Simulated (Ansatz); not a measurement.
# HfB2 (AlB2 type): zero-pressure volume and bulk modulus with BLYP + D3(BJ)

The task here is to estimate one member of a computed series from the others.

Computed with Ansatz 0.2.0 (DFT BLYP + D3(BJ), scalar-relativistic, plane waves, PAW, unless a step's input says otherwise).

1 further run of the same task is left out (set aside as unsound or not needed). Runs told in other sessions of the task aren't counted.

**The structure to begin with**

It takes space group P6/mmm (No. 191, hexagonal). Conventional cell: a = 3.143 Å, b = 3.143 Å, c = 3.473 Å, α = 90.00°, β = 90.00°, γ = 120.00°. Hf (site symmetry 6/mmm) is surrounded by 12 B at 2.51 Å. Around B (site symmetry -6m2) lie 3 B at 1.81 Å and 6 Hf at 2.51 Å.

As a file:

```
Hf B
1.0
     3.14333    0.00000    0.00000
    -1.57167    2.72220    0.00000
     0.00000    0.00000    3.47265
Hf B
1 2
Direct
  0.00000 0.00000 0.00000
  0.33333 0.66667 0.50000
  0.66667 0.33333 0.50000
```

An earlier run on this cell at PBE gave 1.25 GPa at 9.905 Å³/atom (8×8×8 mesh), no gap.

The first run:

Input file input.yaml:

```yaml
crystal:
  lattice:
    - [3.1433302003, 0.0, 0.0]
    - [-1.5716651001, 2.7222038059, 0.0]
    - [0.0, 0.0, 3.472647553]
  atoms:
    - { symbol: Hf, position: [0.0, 0.0, 0.0] }
    - { symbol: B, position: [0.3333333333, 0.6666666667, 0.5] }
    - { symbol: B, position: [0.6666666667, 0.3333333333, 0.5] }
basis:
  ecutwfc: 420
  ecutrho_ratio: 4
kpoints:
  mp_grid: { grid: [8, 8, 8] }
hamiltonian:
  xc: blyp
  dispersion: d3bj
scf:
  occupations: { method: gaussian, width: 0.05 }
output:
  forces: true
  stress: true
  eigenvalues: true
relax:
  f_tol: 0.02
  max_steps: 40
  cell: { stress_tol: 0.2, fix: [volume] }
```

Command:

```sh
$ ansatz run input.yaml --threads 4 --pin off --max-ram 8192MiB --backend cpu --events-out ev --progress --plain --runs-dir out
```

Among the steps run: At the given cell; Stepping to 9.521 Å³/atom; Stepping to 9.671 Å³/atom; Volume × 0.98 of the new zero; Volume × 1.02 of the new zero; Volume × 0.96 of the new zero; Volume × 1.04 of the new zero.

One of the session's tables, all rows but one given; the rest of the session is left out.

It belongs to the step «Energy and pressure against volume». 

```
volume (Å³/atom)  energy (meV/atom)  pressure (GPa)
           9.284              13.34           11.40
           9.478               3.26            5.43
           9.671               0.00            0.03
           9.864                  ?               ?
          10.058              11.59           -9.27
```

Q: Estimate the row for volume (Å³/atom) = 9.864 from the others.

Worked estimate for «energy (meV/atom)». A straight line through the neighbours (9.671, 0.00) and (10.058, 11.59) gives 0.00 + (11.59 − 0.00) × (9.864 − 9.671) / (10.058 − 9.671) = 5.78; a parabola fitted to 3 rows on both sides gives 2.76.

The run gave: energy (meV/atom): 2.98; pressure (GPa): -4.86. In «energy (meV/atom)» the line misses by +2.80 and the parabola by -0.22.
